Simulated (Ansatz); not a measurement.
**SiGeNH+ (quartet): wave-function methods side by side, cc-pVDZ**

An exercise on one series of results from a longer session: the logs are not shown, and one member is left open.

The runs use Ansatz 0.2.0, Gaussian basis; cc-pVDZ, core rule «outside noble gas», up to 20 orbitals frozen.

To be run: UHF; CCSD(T) on ROHF; CCSD(T) on UHF; BCCD(T) on ROHF; CISD; CCSDT(Q) on ROHF; CCSDT(Q) on UHF.

20 further runs of the same task are left out: 5 that didn't finish, 15 set aside as unsound or not needed.

**The system**

The geometry is a PBE0/def2-TZVP stationary point (not a proven minimum) of the parent state, kept for this charge and spin. No spin-orbit coupling is included. The filled d shell of Ge may be among the frozen orbitals whatever the setting's name suggests; the logs give the count.

4 atoms, charge 1, spin multiplicity 4.

Atoms are counted from 1 here; the program's logs count them from 0.

Bond lengths: Ge1–Si2 2.269 Å, Ge1–H4 1.818 Å, Si2–N3 1.655 Å, Si2–H4 1.693 Å. Angles: Si2–Ge1–H4 47.4°, Ge1–Si2–N3 164.8°, Ge1–Si2–H4 52.2°, N3–Si2–H4 112.6°, Ge1–H4–Si2 80.4°.

The first run:

Contents of in.yaml:

```yaml
crystal:
  periodic: [false, false, false]
  atoms:
    - {symbol: Ge, position_ang: [0.000000, 0.015989, 1.031008]}
    - {symbol: Si, position_ang: [0.000000, -0.160093, -1.230913]}
    - {symbol: N, position_ang: [0.000000, 0.147866, -2.857153]}
    - {symbol: H, position_ang: [0.000000, 1.253767, -0.299943]}
basis:
  gaussian: {orbitals: cc-pVDZ}
total_charge: 1
magnetization: {spin_polarized: true, initial_magnetization: 3}
hamiltonian: {xc: hf}
output: {orbitals: {seedname: orbitals}}
```

On the command line:

```console
ansatz run in.yaml --threads 1 --pin off --events-out ev --progress --plain --max-ram 2393MiB
```

Steps of the session up to this table: UHF; CCSD(T) on ROHF; CCSD(T) on UHF; BCCD(T) on ROHF; CISD; CCSDT(Q) on ROHF; CCSDT(Q) on UHF.

One of the session's tables, all rows but one given; the rest of the session is left out.

It belongs to the step «Misses and costs». 

```
   method  from RCCSDT(Q) (kcal/mol)
     ROHF                    +189.46
      UHF                          ?
     RMP2                     +37.61
     UMP2                     +37.79
     CISD                     +27.73
    RCCSD                      +9.29
    UCCSD                      +9.10
 RCCSD(T)                      +2.07
 UCCSD(T)                      +2.05
  BCCD(T)                      +2.06
   RCCSDT                      +0.61
   UCCSDT                      +0.55
RCCSDT(Q)                          0
UCCSDT(Q)                      -0.10
```

Estimate the missing values for UHF.

**Answer.** from RCCSDT(Q) (kcal/mol): +184.00. In the column «from RCCSDT(Q) (kcal/mol)» it lies between UMP2 (+37.79) and ROHF (+189.46).

Limits of these values: Restricted and unrestricted rows rest on different reference determinants; where their highest levels disagree by more than a few hundredths of an eV, they describe different states and don't form one ladder.
